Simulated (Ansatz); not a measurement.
**CH3FOSeSi: a ladder of functionals and wavefunction methods**

One table from this session's results is given with a row withheld; the runs are named, their logs left out.

The runs use Ansatz 0.2.0, Gaussian basis; functionals in def2-TZVPP, the program's frozen cores in correlated methods.

Levels to be run: PBE-D4, r2SCAN-D4, PBE0-D4, B3LYP-D4, ωB97X-V, ωB97M-V, B2PLYP; CCSD(T)/def2-TZVPP; MP2/def2-QZVPP; extrapolation to the limit.

### The relaxed structure

An earlier PBE0-D4 in a triple-zeta def2 set relaxation fixed the geometry.

SMILES `OC1(F)[SiH2][Se]1`, 8 atoms, charge 0, spin multiplicity 1.

Atoms are counted from 1 here; the program's logs count them from 0.

Bond lengths: O1–C2 1.347 Å, O1–H6 0.966 Å, C2–F3 1.360 Å, C2–Si4 1.856 Å, C2–Se5 2.072 Å, Si4–Se5 2.235 Å, Si4–H7 1.479 Å, Si4–H8 1.480 Å. Angles: C2–O1–H6 109.8°, O1–C2–F3 111.3°, O1–C2–Si4 121.7°, O1–C2–Se5 117.0°, F3–C2–Si4 120.1°, F3–C2–Se5 110.3°, Si4–C2–Se5 69.1°, C2–Si4–Se5 60.0°, C2–Si4–H7 117.2°, C2–Si4–H8 118.1°, Se5–Si4–H7 118.6°, Se5–Si4–H8 119.4°, H7–Si4–H8 113.5°, C2–Se5–Si4 50.9°.

The first run:

Contents of in.yaml:

```yaml
crystal:
  periodic: [false, false, false]
  atoms:
    - {symbol: O, position_ang: [-1.309468, -0.071285, 1.019412]}
    - {symbol: C, position_ang: [-0.227182, 0.404685, 0.374755]}
    - {symbol: F, position_ang: [0.286192, 1.492380, 1.008878]}
    - {symbol: Si, position_ang: [0.881567, -0.701989, -0.621187]}
    - {symbol: Se, position_ang: [-0.430413, 0.785479, -1.651687]}
    - {symbol: H, position_ang: [-1.989571, 0.613197, 1.067639]}
    - {symbol: H, position_ang: [2.335736, -0.438580, -0.556776]}
    - {symbol: H, position_ang: [0.545238, -2.140987, -0.696832]}
basis:
  gaussian: {orbitals: def2-TZVPP}
hamiltonian: {xc: pbe, dispersion: d4}
output: {forces: true, orbitals: {seedname: orbitals}}
```

Run with:

```console
$ ansatz run in.yaml --threads 4 --pin off --events-out ev --progress --plain --max-ram 10444MiB
```

Among the steps run: PBE-D4 (GGA); r2SCAN-D4 (meta-GGA); PBE0-D4 (hybrid); B3LYP-D4 (hybrid); ωB97X-V (range-separated); ωB97M-V (range-separated); B2PLYP (double hybrid); CCSD(T) in def2-TZVPP; MP2 in def2-QZVPP.

One table of the session follows, with a row left open; its other results are not shown here.

It belongs to the step «Atomisation energies». 

```
            method  atomisation energy (kJ/mol)
            PBE-D4                       2823.7
         r2SCAN-D4                       2747.9
           PBE0-D4                       2726.2
          B3LYP-D4                       2701.6
           ωB97X-V                       2733.5
           ωB97M-V                       2720.4
            B2PLYP                       2672.7
     HF/def2-TZVPP                            ?
    MP2/def2-TZVPP                       2716.6
   CCSD/def2-TZVPP                       2558.5
CCSD(T)/def2-TZVPP                       2626.6
           MP2/CBS                       2817.9
       CCSD(T)/CBS                       2727.8
```

Estimate the missing values for HF/def2-TZVPP.

As computed: atomisation energy (kJ/mol): 1765.8. In the column «atomisation energy (kJ/mol)» it is the lowest.
